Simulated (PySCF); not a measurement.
# CH2ClF3Si: electronic excitations at several levels of theory

Aim: compute the electronic excitations of CH2ClF3Si (`FC(F)(F)[SiH2]Cl`) at several levels, and see how far they spread and what each costs.

Programs: PySCF 2.14.0, with density-fitted response routines of our own. Each step states its level of theory. These are calculated values for one molecule in the gas phase, unless marked as measured. Atoms are numbered from 0 throughout.

## Step 1: Starting geometry

8 atoms, charge 0, multiplicity 1; geometry from: PBE0-D3(BJ)/def2-SVP.

Bonds of the start (Å): F0–C1 1.34, C1–F2 1.34, C1–F3 1.34, C1–Si4 1.93, Si4–Cl5 2.05, Si4–H6 1.48, Si4–H7 1.48.

## Step 2: Excited states and response: PBE0/def2-TZVP

The job: settings as JSON, then the geometry in Å.

```
{"job": {"kind": "uv", "xc": "PBE0", "basis": "def2-TZVP"}, "charge": 0, "multiplicity": 1}
F      1.369473     0.039267    -1.354955
C      0.974716    -0.119022    -0.087184
F      1.623110     0.783078     0.656259
F      1.378694    -1.337021     0.311559
Si    -0.940892     0.002511     0.115230
Cl    -1.543102     1.859491    -0.517181
H     -1.552223    -1.055048    -0.727621
H     -1.248572    -0.168748     1.557046
```

With the program's defaults for keys left out, this is: TDDFT PBE0/def2-TZVP, vertical, gas phase, core orbitals frozen in the response.

On the command line:

```console
OMP_NUM_THREADS=1 python probes_run.py task.json out
```

One launch serves the whole session: the jobs run in the order shown.

The program printed:

```text
coarse grid: 8832 points
cycle   1  E = -1088.0209642022  dE =  7.634e-01  |g| = 8.585e-01  |ddm| = 2.307e+00
cycle   2  E = -1087.8681120464  dE =  1.529e-01  |g| = 1.334e+00  |ddm| = 9.606e-01
cycle   3  E = -1088.1428334622  dE = -2.747e-01  |g| = 3.608e-02  |ddm| = 5.634e-01
cycle   4  E = -1088.1430077885  dE = -1.743e-04  |g| = 1.694e-02  |ddm| = 3.514e-02
cycle   5  E = -1088.1430553041  dE = -4.752e-05  |g| = 4.530e-03  |ddm| = 1.527e-02
cycle   6  E = -1088.1430590744  dE = -3.770e-06  |g| = 1.074e-03  |ddm| = 4.096e-03
final grid: 80440 points
cycle   7  E = -1088.1526865364  dE = -6.172e-05  |g| = 4.765e-03  |ddm| = 2.701e-02
cycle   8  E = -1088.1526850875  dE =  1.449e-06  |g| = 5.507e-03  |ddm| = 5.722e-03
cycle   9  E = -1088.1526902217  dE = -5.134e-06  |g| = 6.962e-04  |ddm| = 3.051e-03
cycle  10  E = -1088.1526902749  dE = -5.325e-08  |g| = 2.394e-04  |ddm| = 4.165e-04
cycle  11  E = -1088.1526902847  dE = -9.800e-09  |g| = 5.498e-05  |ddm| = 1.810e-04
cycle  12  E = -1088.1526902854  dE = -6.703e-10  |g| = 1.735e-05  |ddm| = 4.234e-05
converged SCF energy = -1088.1526902854

Static polarisability (au): isotropic 50.044, principal 44.854 47.556 57.723

Singlet excitations
state   eV       nm        f      main configurations
  1   7.3971    167.6   0.00308   H->L 0.99
  2   7.5378    164.5   0.00908   H-1->L 0.98
  3   8.3720    148.1   0.00091   H-1->L+1 0.92
  4   8.5068    145.7   0.03904   H->L+1 0.87
  5   8.7162    142.2   0.03500   H-2->L 0.87
  6   8.8326    140.4   0.01095   H->L+2 0.88
  7   9.1834    135.0   0.01175   H-1->L+2 0.72, H->L+3 0.12
  8   9.2853    133.5   0.03387   H-3->L 0.75, H-1->L+3 0.20
  9   9.3305    132.9   0.04772   H->L+3 0.78, H-2->L+1 0.09, H-1->L+2 0.09
 10   9.4753    130.8   0.02701   H-1->L+3 0.75, H-3->L 0.23

Triplet excitations (Tamm-Dancoff, eV): 6.9363 7.0766 7.7429 7.9604
```

It took 29 s on 1 thread of Arm Neoverse V1, shared host; peak memory 0.85 GiB.

Frontier orbitals and where they lie:

```tsv
orbital	eV	atoms
HOMO−3	-11.29	Si4 36 %, Cl5 24 %, H7 17 %
HOMO−2	-10.55	Cl5 50 %, Si4 17 %, C1 11 %
HOMO−1	-9.54	Cl5 66 %, Si4 18 %, H6 8 %
HOMO	-9.34	Cl5 40 %, C1 18 %, Si4 17 %
LUMO	-0.42	Si4 72 %, Cl5 14 %, C1 8 %
LUMO+1	0.36	Si4 78 %, Cl5 8 %, C1 7 %
LUMO+2	0.90	Si4 52 %, C1 18 %, Cl5 7 %
```

With each of the 10 states as a Gaussian band of 0.4 eV half-width at 1/e, the curve within the window shown has maxima at 165 nm (ε 480), 134 nm (ε 4,900) L/(mol cm). Beyond the last state computed it falls off for lack of states. The curve at chosen wavelengths:

nm, ε (L/mol/cm) and a bar:
```
      127       1546 #########
      129       2913 ##################
      131       4231 ##########################
      134       4931 ##############################
      136       4541 ############################
      138       4014 ########################
      140       3706 #######################
      142       3584 ######################
      145       3226 ####################
      147       2691 ################
      149       2010 ############
      151       1349 ########
      153        837 #####
      156        433 ##
      158        363 ##
      160        383 ##
      162        436 ##
      164        477 ###
      167        468 ###
      169        413 ##
      171        336 ##
      173        252 #
      175        175 #
      178         90 
      180         53 
      182         30
```

Ground-state properties from the same run:

```tsv
property	computed
dipole moment (D)	1.78
polarisability (Å³)	7.42
HOMO–LUMO gap (eV)	8.91
−ε(HOMO) (eV)	9.34
```

## Step 3: Ultraviolet spectrum: PBE0/aug-cc-pVDZ

Settings changed since step 2:

```diff
@@ -1,2 +1,2 @@
-{"job": {"kind": "uv", "xc": "PBE0", "basis": "def2-TZVP"}, "charge": 0, "multiplicity": 1}
+{"job": {"kind": "uv", "xc": "PBE0", "basis": "aug-cc-pVDZ"}, "charge": 0, "multiplicity": 1}
 F      1.369473     0.039267    -1.354955
```

With the program's defaults for keys left out, this is: TDDFT PBE0/aug-cc-pVDZ, vertical, gas phase, core orbitals frozen in the response.

The program printed:

```text
coarse grid: 8832 points
cycle   1  E = -1087.8988785997  dE =  7.992e-01  |g| = 7.839e-01  |ddm| = 5.138e+00
cycle   2  E = -1087.7656386522  dE =  1.332e-01  |g| = 1.203e+00  |ddm| = 2.580e+00
cycle   3  E = -1088.0123433575  dE = -2.467e-01  |g| = 3.212e-02  |ddm| = 1.490e+00
cycle   4  E = -1088.0124978059  dE = -1.544e-04  |g| = 1.650e-02  |ddm| = 8.915e-02
cycle   5  E = -1088.0125563956  dE = -5.859e-05  |g| = 4.176e-03  |ddm| = 3.816e-02
cycle   6  E = -1088.0125610889  dE = -4.693e-06  |g| = 7.935e-04  |ddm| = 8.398e-03
final grid: 80440 points
cycle   7  E = -1088.0274050311  dE = -2.516e-05  |g| = 5.322e-03  |ddm| = 5.917e-02
cycle   8  E = -1088.0274008563  dE =  4.175e-06  |g| = 7.507e-03  |ddm| = 1.652e-02
cycle   9  E = -1088.0274103580  dE = -9.502e-06  |g| = 3.780e-04  |ddm| = 8.881e-03
cycle  10  E = -1088.0274103865  dE = -2.852e-08  |g| = 1.651e-04  |ddm| = 1.038e-03
cycle  11  E = -1088.0274103928  dE = -6.238e-09  |g| = 3.975e-05  |ddm| = 3.447e-04
cycle  12  E = -1088.0274103931  dE = -3.070e-10  |g| = 1.637e-05  |ddm| = 7.230e-05
converged SCF energy = -1088.0274103931

Static polarisability (au): isotropic 55.213, principal 49.677 53.152 62.810

Singlet excitations
state   eV       nm        f      main configurations
  1   7.2670    170.6   0.00703   H->L 0.97
  2   7.3777    168.1   0.01264   H-1->L 0.97
  3   8.1950    151.3   0.01121   H->L+1 0.93
  4   8.2588    150.1   0.00465   H-1->L+1 0.54, H-1->L+2 0.36
  5   8.4514    146.7   0.01234   H-1->L+2 0.52, H-1->L+1 0.42
  6   8.5330    145.3   0.04414   H->L+2 0.84
  7   8.5955    144.2   0.02671   H-2->L 0.86
  8   8.6871    142.7   0.01733   H->L+3 0.85
  9   8.9604    138.4   0.05068   H-1->L+3 0.89
 10   9.2166    134.5   0.01452   H-3->L 0.66, H->L+4 0.26

Triplet excitations (Tamm-Dancoff, eV): 6.8545 6.9461 7.7467 7.8461
```

It took 22 s on 1 thread of Arm Neoverse V1, shared host; peak memory 0.75 GiB.

This run: HOMO -9.36 eV, LUMO -0.68 eV; lowest singlet 7.27 eV.

## Step 4: TDDFT and polarisability: PBE0/def2-TZVPD

Settings changed since step 3:

```diff
@@ -1,2 +1,2 @@
-{"job": {"kind": "uv", "xc": "PBE0", "basis": "aug-cc-pVDZ"}, "charge": 0, "multiplicity": 1}
+{"job": {"kind": "uv", "xc": "PBE0", "basis": "def2-TZVPD"}, "charge": 0, "multiplicity": 1}
 F      1.369473     0.039267    -1.354955
```

With the program's defaults for keys left out, this is: TDDFT PBE0/def2-TZVPD, vertical, gas phase, core orbitals frozen in the response.

The program printed:

```text
coarse grid: 8832 points
cycle   1  E = -1088.0235509690  dE =  7.680e-01  |g| = 8.582e-01  |ddm| = 2.224e+00
cycle   2  E = -1087.8696814957  dE =  1.539e-01  |g| = 1.336e+00  |ddm| = 1.051e+00
cycle   3  E = -1088.1453880068  dE = -2.757e-01  |g| = 3.695e-02  |ddm| = 5.951e-01
cycle   4  E = -1088.1455683918  dE = -1.804e-04  |g| = 1.734e-02  |ddm| = 3.882e-02
cycle   5  E = -1088.1456179893  dE = -4.960e-05  |g| = 4.604e-03  |ddm| = 1.606e-02
cycle   6  E = -1088.1456219016  dE = -3.912e-06  |g| = 1.062e-03  |ddm| = 4.338e-03
final grid: 80440 points
cycle   7  E = -1088.1552639725  dE = -6.324e-05  |g| = 4.765e-03  |ddm| = 6.460e-02
cycle   8  E = -1088.1552625342  dE =  1.438e-06  |g| = 5.496e-03  |ddm| = 6.266e-03
cycle   9  E = -1088.1552676448  dE = -5.111e-06  |g| = 6.999e-04  |ddm| = 3.200e-03
cycle  10  E = -1088.1552676987  dE = -5.390e-08  |g| = 2.425e-04  |ddm| = 4.392e-04
cycle  11  E = -1088.1552677087  dE = -9.969e-09  |g| = 5.555e-05  |ddm| = 1.819e-04
cycle  12  E = -1088.1552677093  dE = -6.844e-10  |g| = 1.801e-05  |ddm| = 4.307e-05
converged SCF energy = -1088.1552677093

Static polarisability (au): isotropic 55.814, principal 50.331 53.806 63.304

Singlet excitations
state   eV       nm        f      main configurations
  1   7.2823    170.3   0.00520   H->L 0.98
  2   7.4095    167.3   0.01082   H-1->L 0.98
  3   8.2199    150.8   0.00133   H-1->L+1 0.67, H-1->L+2 0.23
  4   8.2493    150.3   0.01813   H->L+1 0.95
  5   8.5566    144.9   0.02035   H->L+2 0.72, H-2->L 0.21
  6   8.5727    144.6   0.01006   H-1->L+2 0.68, H-1->L+1 0.23
  7   8.5800    144.5   0.04759   H-2->L 0.63, H->L+2 0.23
  8   8.6321    143.6   0.01687   H->L+3 0.88
  9   8.9371    138.7   0.04358   H-1->L+3 0.86
 10   9.1800    135.1   0.01510   H-3->L 0.90

Triplet excitations (Tamm-Dancoff, eV): 6.8529 6.9712 7.6593 7.8059
```

Wall time 45 s (1 thread of Arm Neoverse V1, shared host); peak memory 0.97 GiB.

In short: HOMO -9.38 eV, LUMO -0.65 eV; lowest singlet 7.28 eV.

## Step 5: Excited states and response: PBE0/6-31+G*

Settings changed since step 4:

```diff
@@ -1,2 +1,2 @@
-{"job": {"kind": "uv", "xc": "PBE0", "basis": "def2-TZVPD"}, "charge": 0, "multiplicity": 1}
+{"job": {"kind": "uv", "xc": "PBE0", "basis": "6-31+G*"}, "charge": 0, "multiplicity": 1}
 F      1.369473     0.039267    -1.354955
```

With the program's defaults for keys left out, this is: TDDFT PBE0/6-31+G*, vertical, gas phase, core orbitals frozen in the response.

The program printed:

```text
coarse grid: 8832 points
cycle   1  E = -1087.8548056262  dE =  7.863e-01  |g| = 7.684e-01  |ddm| = 2.774e+00
cycle   2  E = -1087.7310301931  dE =  1.238e-01  |g| = 1.170e+00  |ddm| = 1.414e+00
cycle   3  E = -1087.9676568106  dE = -2.366e-01  |g| = 3.328e-02  |ddm| = 8.207e-01
cycle   4  E = -1087.9678180691  dE = -1.613e-04  |g| = 1.926e-02  |ddm| = 6.306e-02
cycle   5  E = -1087.9679091127  dE = -9.104e-05  |g| = 3.472e-03  |ddm| = 2.978e-02
cycle   6  E = -1087.9679122081  dE = -3.095e-06  |g| = 9.050e-04  |ddm| = 5.284e-03
final grid: 80440 points
cycle   7  E = -1087.9520876294  dE = -1.808e-05  |g| = 6.242e-03  |ddm| = 1.933e-02
cycle   8  E = -1087.9520815448  dE =  6.085e-06  |g| = 8.890e-03  |ddm| = 9.598e-03
cycle   9  E = -1087.9520946674  dE = -1.312e-05  |g| = 3.659e-04  |ddm| = 5.271e-03
cycle  10  E = -1087.9520946977  dE = -3.029e-08  |g| = 1.425e-04  |ddm| = 6.046e-04
cycle  11  E = -1087.9520947022  dE = -4.471e-09  |g| = 4.792e-05  |ddm| = 1.954e-04
cycle  12  E = -1087.9520947026  dE = -3.688e-10  |g| = 1.358e-05  |ddm| = 4.436e-05
converged SCF energy = -1087.9520947026

Static polarisability (au): isotropic 48.696, principal 43.806 45.784 56.499

Singlet excitations
state   eV       nm        f      main configurations
  1   7.2786    170.3   0.00605   H->L 0.98
  2   7.3710    168.2   0.00988   H-1->L 0.98
  3   8.3082    149.2   0.00318   H-1->L+1 0.68, H-1->L+2 0.27
  4   8.3144    149.1   0.01691   H->L+1 0.97
  5   8.5740    144.6   0.01093   H-1->L+2 0.69, H-1->L+1 0.28
  6   8.6048    144.1   0.02126   H-2->L 0.94
  7   8.6487    143.4   0.06072   H->L+2 0.94
  8   8.8860    139.5   0.02178   H->L+3 0.91
  9   9.1436    135.6   0.04127   H-1->L+3 0.90
 10   9.2676    133.8   0.00914   H-3->L 0.95

Triplet excitations (Tamm-Dancoff, eV): 6.8676 6.9639 7.8218 7.9454
```

Wall time 14 s (1 thread of Arm Neoverse V1, shared host); peak memory 0.59 GiB.

In short: HOMO -9.44 eV, LUMO -0.73 eV; lowest singlet 7.28 eV.

## Step 6: Comparing the runs: electronic excitations

Excitations and ground-state properties, with basis size and wall time:

```tsv
run	lowest singlet (eV)	brightest (eV)	f	gap (eV)	α (Å³)	μ (D)	functions	time
PBE0/def2-TZVP	7.40	9.33	0.048	8.91	7.42	1.78	210	29 s
PBE0/aug-cc-pVDZ	7.27	8.96	0.051	8.68	8.18	1.84	164	22 s
PBE0/def2-TZVPD	7.28	8.58	0.048	8.73	8.27	1.81	264	45 s
PBE0/6-31+G*	7.28	8.65	0.061	8.71	7.22	1.98	120	14 s
```

## Step 7: Summary of results

| quantity | value |
| --- | --- |
| lowest singlet (PBE0/def2-TZVP) | 7.40 eV (168 nm), f = 0.003 |
| brightest single state of those computed | state 9, 9.33 eV, f = 0.048 |
| lowest triplet | 6.94 eV |
| range of the lowest singlet | 7.27 to 7.40 eV |

**Reading.** Single values in the summary come from the first sound run of each kind (PBE0/def2-TZVP), which need not be the best level. The first singlet state (HOMO→LUMO 0.99) lies at 7.40 eV and is weak; of the 10 states computed, the strongest absorption comes from state 9 at 9.33 eV. The lowest triplet lies 0.46 eV below the lowest singlet (triplets in Tamm-Dancoff, singlets in full TDDFT). The basis of PBE0/def2-TZVP has no diffuse functions, so Rydberg states are missing and the high states are unreliable. The lowest singlet runs from 7.27 eV (PBE0/aug-cc-pVDZ) to 7.40 eV (PBE0/def2-TZVP), while the orbital gap spans 8.68 to 8.91 eV. The lowest state need not be the same one in every run.
